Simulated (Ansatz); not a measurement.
Relaxation of a periodic cell of 17 atoms, Si₁₆Ge (host Si, host structure diamond, interstitial Ge), to a largest force component of 0.03 eV/Å in at most 60 steps.

The calculation used Ansatz 0.2.0, DFT PBEsol, scalar-relativistic, plane waves, PAW. Settings: PAW set soft_1, cutoff 420 eV, k mesh 2x2x2, fermi-dirac smearing 0.05 eV, no spin polarisation.

```xyz
17
Lattice="0.0000 5.4300 5.4300 5.4300 0.0000 5.4300 5.4300 5.4300 0.0000" Properties=species:S:1:pos:R:3:forces:R:3
Si 0.000 0.000 0.000 0.07 -0.07 -0.09
Si 1.357 1.357 1.357 -1.09 -0.96 -0.94
Si 2.715 2.715 0.000 0.00 0.00 -0.90
Si 4.072 4.072 1.357 0.95 1.08 -0.93
Si 2.715 0.000 2.715 0.01 -0.86 0.01
Si 4.072 1.357 4.072 0.87 -0.86 1.00
Si 5.430 2.715 2.715 0.86 -0.01 0.01
Si 6.787 4.072 4.072 -0.09 0.09 0.08
Si 0.000 2.715 2.715 -0.66 0.05 0.05
Si 1.357 4.072 4.072 -0.52 0.52 0.53
Si 2.715 5.430 2.715 -0.05 0.66 0.05
Si 4.072 6.787 4.072 0.08 -0.08 0.03
Si 2.715 2.715 5.430 -0.04 0.04 0.63
Si 4.072 4.072 6.787 0.07 0.02 -0.08
Si 5.430 5.430 5.430 0.00 0.00 0.00
Si 6.787 6.787 6.787 -0.02 -0.07 -0.08
Ge 8.188 8.101 2.657 -0.43 0.45 0.62
```

**Question.** Where does it end, and by what steps?

**Answer.** The run converged. Limits of this set-up: PAW files made for another functional, a small cell, in which the defect meets its images. After 3 steps the energy has fallen by 0.348 eV; Ge17 moved furthest, 0.08 Å.

```tsv
step	energy less start (eV)	largest force component (eV/Å)	accepted
0	0.0000	1.089	yes
1	-0.3078	0.347	yes
2	-0.3466	0.059	yes
3	-0.3483	0.002	yes
```

```xyz
17
Lattice="0.0000 5.4300 5.4300 5.4300 0.0000 5.4300 5.4300 5.4300 0.0000" Properties=species:S:1:pos:R:3
Si 0.004 -0.004 -0.005
Si 1.319 1.314 1.313
Si 2.717 2.713 -0.051
Si 4.116 4.111 1.313
Si 2.717 -0.050 2.712
Si 4.116 1.314 4.110
Si 5.480 2.713 2.712
Si 6.781 4.079 4.078
Si -0.045 2.712 2.711
Si 1.321 4.109 4.108
Si 2.718 5.474 2.711
Si 4.082 6.778 4.077
Si 2.718 2.712 5.474
Si 4.081 4.077 6.778
Si 5.431 5.429 5.429
Si 6.783 6.779 6.778
Ge 8.149 8.141 2.710
```

Whether the end is a true minimum wasn't checked by a vibrational analysis.

Run time: 21 s on 1 thread of Arm Neoverse V2 (shared host), peak memory 0.54 GiB.
